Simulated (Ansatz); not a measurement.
**Sc3Al2: from a guess to a relaxed structure**

Aim: relax a trial structure of Sc3Al2 and see where it ends.

Method: DFT PBE, scalar-relativistic, plane waves, PAW, in Ansatz 0.2.0.

### 1 The system as given

It takes space group Fmmm (No. 69, orthorhombic). The conventional cell has a = 4.001 Å, b = 4.328 Å, c = 20.006 Å, α = 90.00°, β = 90.00°, γ = 90.00°. Sc (site symmetry mm2) is surrounded by 4 Al at 2.83 to 2.95 Å and 8 Sc at 2.83 to 2.95 Å. Sc (site symmetry mmm) is surrounded by 8 Al at 2.83 to 2.95 Å and 4 Sc at 2.95 Å. Around Al (site symmetry mm2) lie 8 Sc at 2.83 to 2.95 Å and 4 Al at 2.95 Å.

Coordinates:

```cif
data_structure
_symmetry_space_group_name_H-M 'P 1'
_symmetry_Int_Tables_number 1
_cell_length_a 10.2342
_cell_length_b 10.2009
_cell_length_c 2.9469
_cell_angle_alpha 82.349
_cell_angle_beta 81.069
_cell_angle_gamma 16.582
_cell_volume 86.60
loop_
_atom_site_label
_atom_site_type_symbol
_atom_site_fract_x
_atom_site_fract_y
_atom_site_fract_z
_atom_site_occupancy
Sc1 Sc 0.70000 0.70000 0.30000 1
Sc2 Sc 0.50000 0.50000 0.50000 1
Sc3 Sc 0.30000 0.30000 0.70000 1
Al1 Al 0.10000 0.10000 0.90000 1
Al2 Al 0.90000 0.90000 0.10000 1
```

The start is an ordering of an alloy on its end members' structure types: elements ordered on the sites of the In type, Al/Sc on In (Fmmm, No. 69).

### 2 The guess as it stands, on a coarse mesh

File input.yaml:

```yaml
crystal:
  lattice:
    - [0.0, 2.16383906, 10.00281545]
    - [2.00056309, 0.0, 10.00281545]
    - [2.00056309, 2.16383906, 0.0]
  atoms:
    - { symbol: Sc, position: [0.7, 0.7, 0.3] }
    - { symbol: Sc, position: [0.5, 0.5, 0.5] }
    - { symbol: Sc, position: [0.3, 0.3, 0.7] }
    - { symbol: Al, position: [0.1, 0.1, 0.9] }
    - { symbol: Al, position: [0.9, 0.9, 0.1] }
basis:
  ecutwfc: 420
kpoints:
  mp_grid: { grid: [6, 6, 6] }
hamiltonian:
  xc: pbe
scf:
  occupations: { method: gaussian, width: 0.1 }
  lower_state_search: "off"
output:
  forces: true
  stress: true
  eigenvalues: true
```

Run with:

```bash
$ ansatz run input.yaml --threads 1 --pin off --max-ram 2560MiB --backend cpu --events-out ev --progress --plain --runs-dir out
```

Further runs follow: coarse relaxation; spin check on a coarse mesh; relaxation on the finer mesh.

Q: Predict the outcome of this session. Wanted: conventional cell; volume; energy over the elements; gap on the mesh.

**Answer**, as computed:

| quantity | value |
| --- | --- |
| symmetry at the end (tolerance 0.05 Å) | space group I4/mmm (No. 139) |
| conventional cell | a = 3.163 Å, b = 3.163 Å, c = 20.552 Å, α = 90.00°, β = 90.00°, γ = 90.00° |
| volume | 20.56 Å³/atom |
| energy over the elements | -0.36 eV/atom |
| gap on the mesh | none (metal) |

The symmetry goes from space group Fmmm (No. 69) to space group I4/mmm (No. 139), and the volume per atom grows by 18.7 % from the first guess. It lies below the elements, which doesn't yet make it stable: competing phases were not computed in this session. No finished test with a distortion of lower symmetry is shown, so the end may be a saddle point. Other magnetic orders were not searched.
